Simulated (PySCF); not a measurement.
# PbBr2: other functionals and bases at one geometry

The task here is to estimate one member of a computed series from the others.

Program: PySCF 2.14.0. Level of theory: several levels, as the steps say, no spin–orbit coupling. These are calculated values, not measurements.

1 further run of the same task is left out (for a known fault of the program).

### The starting structure

3 atoms, charge 0, spin multiplicity 1.

Bond lengths: Pb1–Br2 2.629 Å, Pb1–Br3 2.629 Å. Angles: Br2–Pb1–Br3 100.5°.

Coordinates:

```xyz
3

Pb    0.0000    0.0000   -0.8575
Br    2.0210    0.0000    0.8241
Br   -2.0210    0.0000    0.8241
```

Formal oxidation states: Pb +2. An earlier session relaxed this geometry at PBE0, Pb def2-SVP with ECP60, Br def2-SVP (singlet, point group C2v).

At PBE0 on the finer grid: E = -5340.084111 Eh, HOMO -7.70 eV, LUMO -3.20 eV, Mulliken charge on Pb1 +0.70 e, largest force component 0.022 eV/Å. 

Levels to run: revPBE; HF; PBE0, TZVP. Hardware: 2 threads of Arm Neoverse V1, shared host.

The first run:

Contents of run.py (the lines that set the calculation):

```python
mol = gto.M(atom='''
Pb     0.00000     0.00000    -0.85750
Br     2.02097     0.00000     0.82413
Br    -2.02097     0.00000     0.82413''',
    basis={'Pb': 'def2-SVP', 'Br': 'def2-SVP'},
    ecp={'Pb': 'def2-SVP'},
    charge=0, spin=0)
mf = dft.RKS(mol, xc='PBE_R,PBE')
mf.grids.atom_grid = (75, 302)
mf = mf.density_fit()  # fitting sets: Pb def2-universal-JKFIT, Br def2-universal-JKFIT
mf.conv_tol = 1e-08; mf.max_cycle = 55
mf.kernel(dm0)  # dm0: the density of the relaxed state
```

Launch:

```bash
$ OMP_NUM_THREADS=2 python run.py
```

Steps of the session up to this table: revPBE; HF; PBE0, TZVP.

One of the session's tables, all rows but one given; the rest of the session is left out.

```
              level  HOMO (eV)  gap (eV)  charge on Pb1 (e)  dipole (D)  largest force component (eV/Å)
PBE0 (relaxed here)      -7.70      4.51               0.70        4.33                            0.02
             revPBE          ?         ?                  ?           ?                               ?
                 HF     -10.00      9.38               0.93        5.04                            0.24
         PBE0, TZVP      -7.84      4.57               0.79        4.38                            0.29
```

Q: Estimate the row for revPBE from the others.

As computed: HOMO (eV): -6.47; gap (eV): 2.80; charge on Pb1 (e): 0.63; dipole (D): 3.94; largest force component (eV/Å): 0.43. In the column «HOMO (eV)» it is the highest.

In one basis the HOMO–LUMO gap runs from 2.80 eV (revPBE) to 9.38 eV (HF). The largest leftover force, 0.43 eV/Å with revPBE, stands at a geometry relaxed at another level. Total energies of different levels can't be compared.
